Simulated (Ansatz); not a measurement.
# KMgF3: maximally localised Wannier functions

Where do the localised orbitals of KMgF3 sit, how far are they spread, and how do the settings change that? Plan: PBE, anion s p, 4×4×4; PBE, anion s p, 6×6×6; PBE, anion p, 4×4×4; PBE, cation s and anion p, disentangled, 4×4×4; r2SCAN, anion s p, 4×4×4; r2SCAN, cation s and anion p, disentangled, 4×4×4; r2SCAN, anion p, 4×4×4 (level, trial orbitals, Wannier mesh).

Computed with Ansatz 0.2.0 (plane waves, PAW, unless a step's input says otherwise).

2 further runs of the same task are left out: 2 that didn't finish.

**1. Starting point**

It takes space group Pm-3m (No. 221, cubic). The conventional cell has a = 3.980 Å, b = 3.980 Å, c = 3.980 Å, α = 90.00°, β = 90.00°, γ = 90.00°. K (site symmetry m-3m) is surrounded by 12 F at 2.81 Å. Mg (site symmetry m-3m) has 6 F at 1.99 Å as nearest neighbours. F (site symmetry 4/mmm) is surrounded by 2 Mg at 1.99 Å and 4 K at 2.81 Å.

Coordinates:

```cif
data_structure
_symmetry_space_group_name_H-M 'Pm-3m'
_symmetry_Int_Tables_number 221
_cell_length_a 3.9802
_cell_length_b 3.9802
_cell_length_c 3.9802
_cell_angle_alpha 90.000
_cell_angle_beta 90.000
_cell_angle_gamma 90.000
_cell_volume 63.06
loop_
_atom_site_label
_atom_site_type_symbol
_atom_site_symmetry_multiplicity
_atom_site_Wyckoff_symbol
_atom_site_fract_x
_atom_site_fract_y
_atom_site_fract_z
_atom_site_occupancy
K1 K 1 b 0.50000 0.50000 0.50000 1
Mg1 Mg 1 a 0.00000 0.00000 0.00000 1
F1 F 3 d 0.50000 0.00000 0.00000 1
```

Cell and atoms come from an earlier r2SCAN relaxation.

**2. PBE, anion s p, 4×4×4**

input.yaml

```yaml
crystal:
  lattice:
    - [3.9802355555, 0.0, 0.0]
    - [0.0, 3.9802355555, 0.0]
    - [0.0, 0.0, 3.9802355555]
  atoms:
    - { symbol: K, position: [0.5, 0.5, 0.5] }
    - { symbol: Mg, position: [0.0, 0.0, 0.0] }
    - { symbol: F, position: [0.5, 0.0, 0.0] }
    - { symbol: F, position: [0.0, 0.5, 0.0] }
    - { symbol: F, position: [0.0, 0.0, 0.5] }
kpoints:
  mp_grid: { grid: [6, 6, 6] }
  band_path:
    path:
      - [[0.0, 0.0, 0.0], [-4.706801262304e-51, 0.5, 1.612911193748e-35], [0.5, 0.5, 1.048392275936e-34], [0.0, 0.0, 0.0], [0.5, 0.5, 0.5], [-4.706801262304e-51, 0.5, 1.612911193748e-35]]
      - [[0.5, 0.5, 0.5], [0.5, 0.5, 1.048392275936e-34]]
    npoints: 10
hamiltonian:
  xc: pbe
scf:
  occupations: { method: fixed }
  n_extra_bands: 6
output:
  forces: false
  stress: false
  eigenvalues: true
  wannier:
    kmesh: [4, 4, 4]
    projections: [{ species: F, l: s, shell: 2 }, { species: F, l: p, shell: 2 }]
    minimise: true
    write_hr: true
    conv_tol: 1.0e-08
    max_iter: 3000
  write_density: true
  write_potential: true
  elf: true
  volumetric_format: npy
```

Command:

```
> ansatz run input.yaml --threads 2 --pin off --max-ram 29491MiB --backend cpu --events-out ev --progress --plain --runs-dir out
```

The runs that follow: PBE, anion s p, 6×6×6; PBE, anion p, 4×4×4; PBE, cation s and anion p, disentangled, 4×4×4; r2SCAN, anion s p, 4×4×4; r2SCAN, cation s and anion p, disentangled, 4×4×4; r2SCAN, anion p, 4×4×4.

Before running them: what should the planned runs give, taken together? Wanted: total spread, PBE, anion s p, 4×4×4; total spread, PBE, anion s p, 6×6×6; total spread, PBE, anion p, 4×4×4; total spread, PBE, cation s and anion p, disentangled, 4×4×4; total spread, r2SCAN, anion s p, 4×4×4; total spread, r2SCAN, cation s and anion p, disentangled, 4×4×4; total spread, r2SCAN, anion p, 4×4×4; centres of the first set.

The runs gave:

| quantity | value |
| --- | --- |
| total spread, PBE, anion s p, 4×4×4 | 5.94 Å² over 12 functions |
| total spread, PBE, anion s p, 6×6×6 | 6.04 Å² over 12 functions |
| total spread, PBE, anion p, 4×4×4 | 5.71 Å² over 9 functions |
| total spread, PBE, cation s and anion p, disentangled, 4×4×4 | 10.72 Å² over 11 functions |
| total spread, r2SCAN, anion s p, 4×4×4 | 5.81 Å² over 12 functions |
| total spread, r2SCAN, cation s and anion p, disentangled, 4×4×4 | 10.71 Å² over 11 functions |
| total spread, r2SCAN, anion p, 4×4×4 | 5.58 Å² over 9 functions |
| centres of the first set | 0.27 to 0.30 Å from the nearest atom |

**Reading.** With PBE, anion s p, 4×4×4 the 12 functions move off the atoms, with a mean spread of 0.50 Å²; 84 % of the total is gauge invariant. The total spread goes from 5.94 Å² on 4×4×4 to 6.04 Å² on 6×6×6: finite differences in k understate it on coarse meshes, while the largest miss of a band goes from 0.01 to 0.00 eV. On one set and mesh the functional gives 5.94 (PBE), 5.81 (r2SCAN) Å². The disentangled models miss some band by up to 0.9 eV, which may lie outside their frozen windows.
